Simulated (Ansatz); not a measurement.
A first try at relaxations under a series of pressures of ZrCu, space group Pm-3m, using the Ansatz DFT code, driven from Python.

The script, `run_compress.py`:
```python
import ansatz as az
import numpy as np

def edges_and_angles(cell):
    cell = np.asarray(cell)
    a, b, c = np.linalg.norm(cell, axis=1)
    cosines = cell[1] @ cell[2] / (b * c), cell[0] @ cell[2] / (a * c), cell[0] @ cell[1] / (a * b)
    return (a, b, c, *np.degrees(np.arccos(cosines)))

xtal = (
    az.Lattice.from_parameters(3.252664, 3.252664, 3.252664, alpha=90.0, beta=90.0, gamma=90.0)
    .atom("Zr", (0.5, 0.5, 0.5))
    .atom("Cu", (0.0, 0.0, 0.0))
)

setup = (
    xtal.calculation()
    .functional("r2scan")
    .pseudopotentials("paw")
    .basis(650)
    .kpoints(1, 1, 1)
    .occupations("cold", width=0.05)
    .scf(max_iterations=55)
)

rows = []
for pressure in [-2, 0, 2, 5, 10]:
    result = setup.relax(cell=True, pressure=pressure, force_tolerance=0.005, max_steps=30).run(threads=1)
    cell = result.lattice.cell_ang
    n_atoms = len(result.lattice.sites)
    volume = abs(np.linalg.det(cell)) / n_atoms
    enthalpy = result.report["free_energy_ev"] / n_atoms + pressure * volume / 160.21766
    rows.append((pressure, volume, enthalpy, *edges_and_angles(cell)))
    print(f"{pressure} GPa done: {volume:.4f} A^3/atom")

print(" P (GPa)  V (A^3/atom)  H (eV/atom)     a       b       c")
for row in rows:
    print("{:8.1f} {:12.4f} {:14.5f} {:7.4f} {:7.4f} {:7.4f}".format(*row[:6]))
p, v = np.array([row[0] for row in rows], float), np.array([row[1] for row in rows])
print("mean bulk modulus between rows (GPa):", np.round(-np.diff(p) / np.diff(np.log(v)), 1))
```

Running `python run_compress.py` prints:
```text
-2 GPa done: 15.7304 A^3/atom
0 GPa done: 15.5281 A^3/atom
2 GPa done: 15.3442 A^3/atom
5 GPa done: 15.0859 A^3/atom
10 GPa done: 14.7018 A^3/atom
 P (GPa)  V (A^3/atom)  H (eV/atom)     a       b       c
    -2.0      15.7304    -5415.86868  3.1569  3.1569  3.1569
     0.0      15.5281    -5415.67361  3.1433  3.1433  3.1433
     2.0      15.3442    -5415.48096  3.1308  3.1308  3.1308
     5.0      15.0859    -5415.19609  3.1132  3.1132  3.1132
    10.0      14.7018    -5414.73150  3.0865  3.0865  3.0865
mean bulk modulus between rows (GPa): [154.6 167.9 176.7 193.9]
```

The script ran to its end, but the result can't be trusted. Why?

The fault: a single k-point is too coarse for this small cell. The correction:

```diff
--- before
+++ after
@@ -20,3 +20,3 @@
     .basis(650)
-    .kpoints(1, 1, 1)
+    .kpoints(mesh=(7, 7, 7))
     .occupations("cold", width=0.05)
```

With that change:

```console
$ python run_compress.py
-2 GPa done: 17.5594 A^3/atom
0 GPa done: 17.2748 A^3/atom
2 GPa done: 17.0167 A^3/atom
5 GPa done: 16.6519 A^3/atom
10 GPa done: 16.1309 A^3/atom
 P (GPa)  V (A^3/atom)  H (eV/atom)     a       b       c
    -2.0      17.5594    -5413.43806  3.2748  3.2748  3.2748
     0.0      17.2748    -5413.22067  3.2570  3.2570  3.2570
     2.0      17.0167    -5413.00669  3.2407  3.2407  3.2407
     5.0      16.6519    -5412.69156  3.2174  3.2174  3.2174
    10.0      16.1309    -5412.18021  3.1834  3.1834  3.1834
mean bulk modulus between rows (GPa): [122.4 132.9 138.4 157.3]
```

Total energies depend on the potentials; only differences at equal settings carry meaning. The run is spin-unpolarised. At a fixed pressure a relaxation lowers the enthalpy F + PV, while F alone can rise. The mesh is modest for a metal, so energies can be off by several to tens of meV an atom and pressures by half a GPa or more; differences at equal mesh fare better. This cell is a computed structure, which may not be the phase found in nature. Symmetry holds the cell in this phase, whether or not it is the stable one at each pressure. The whole script took 43 s on 1 thread of Intel(R) Xeon(R) 6975P-C (Granite Rapids), with other jobs on the host, peak memory 0.58 GiB.

(Lines on the test bed's own set-up are left out of the output.)
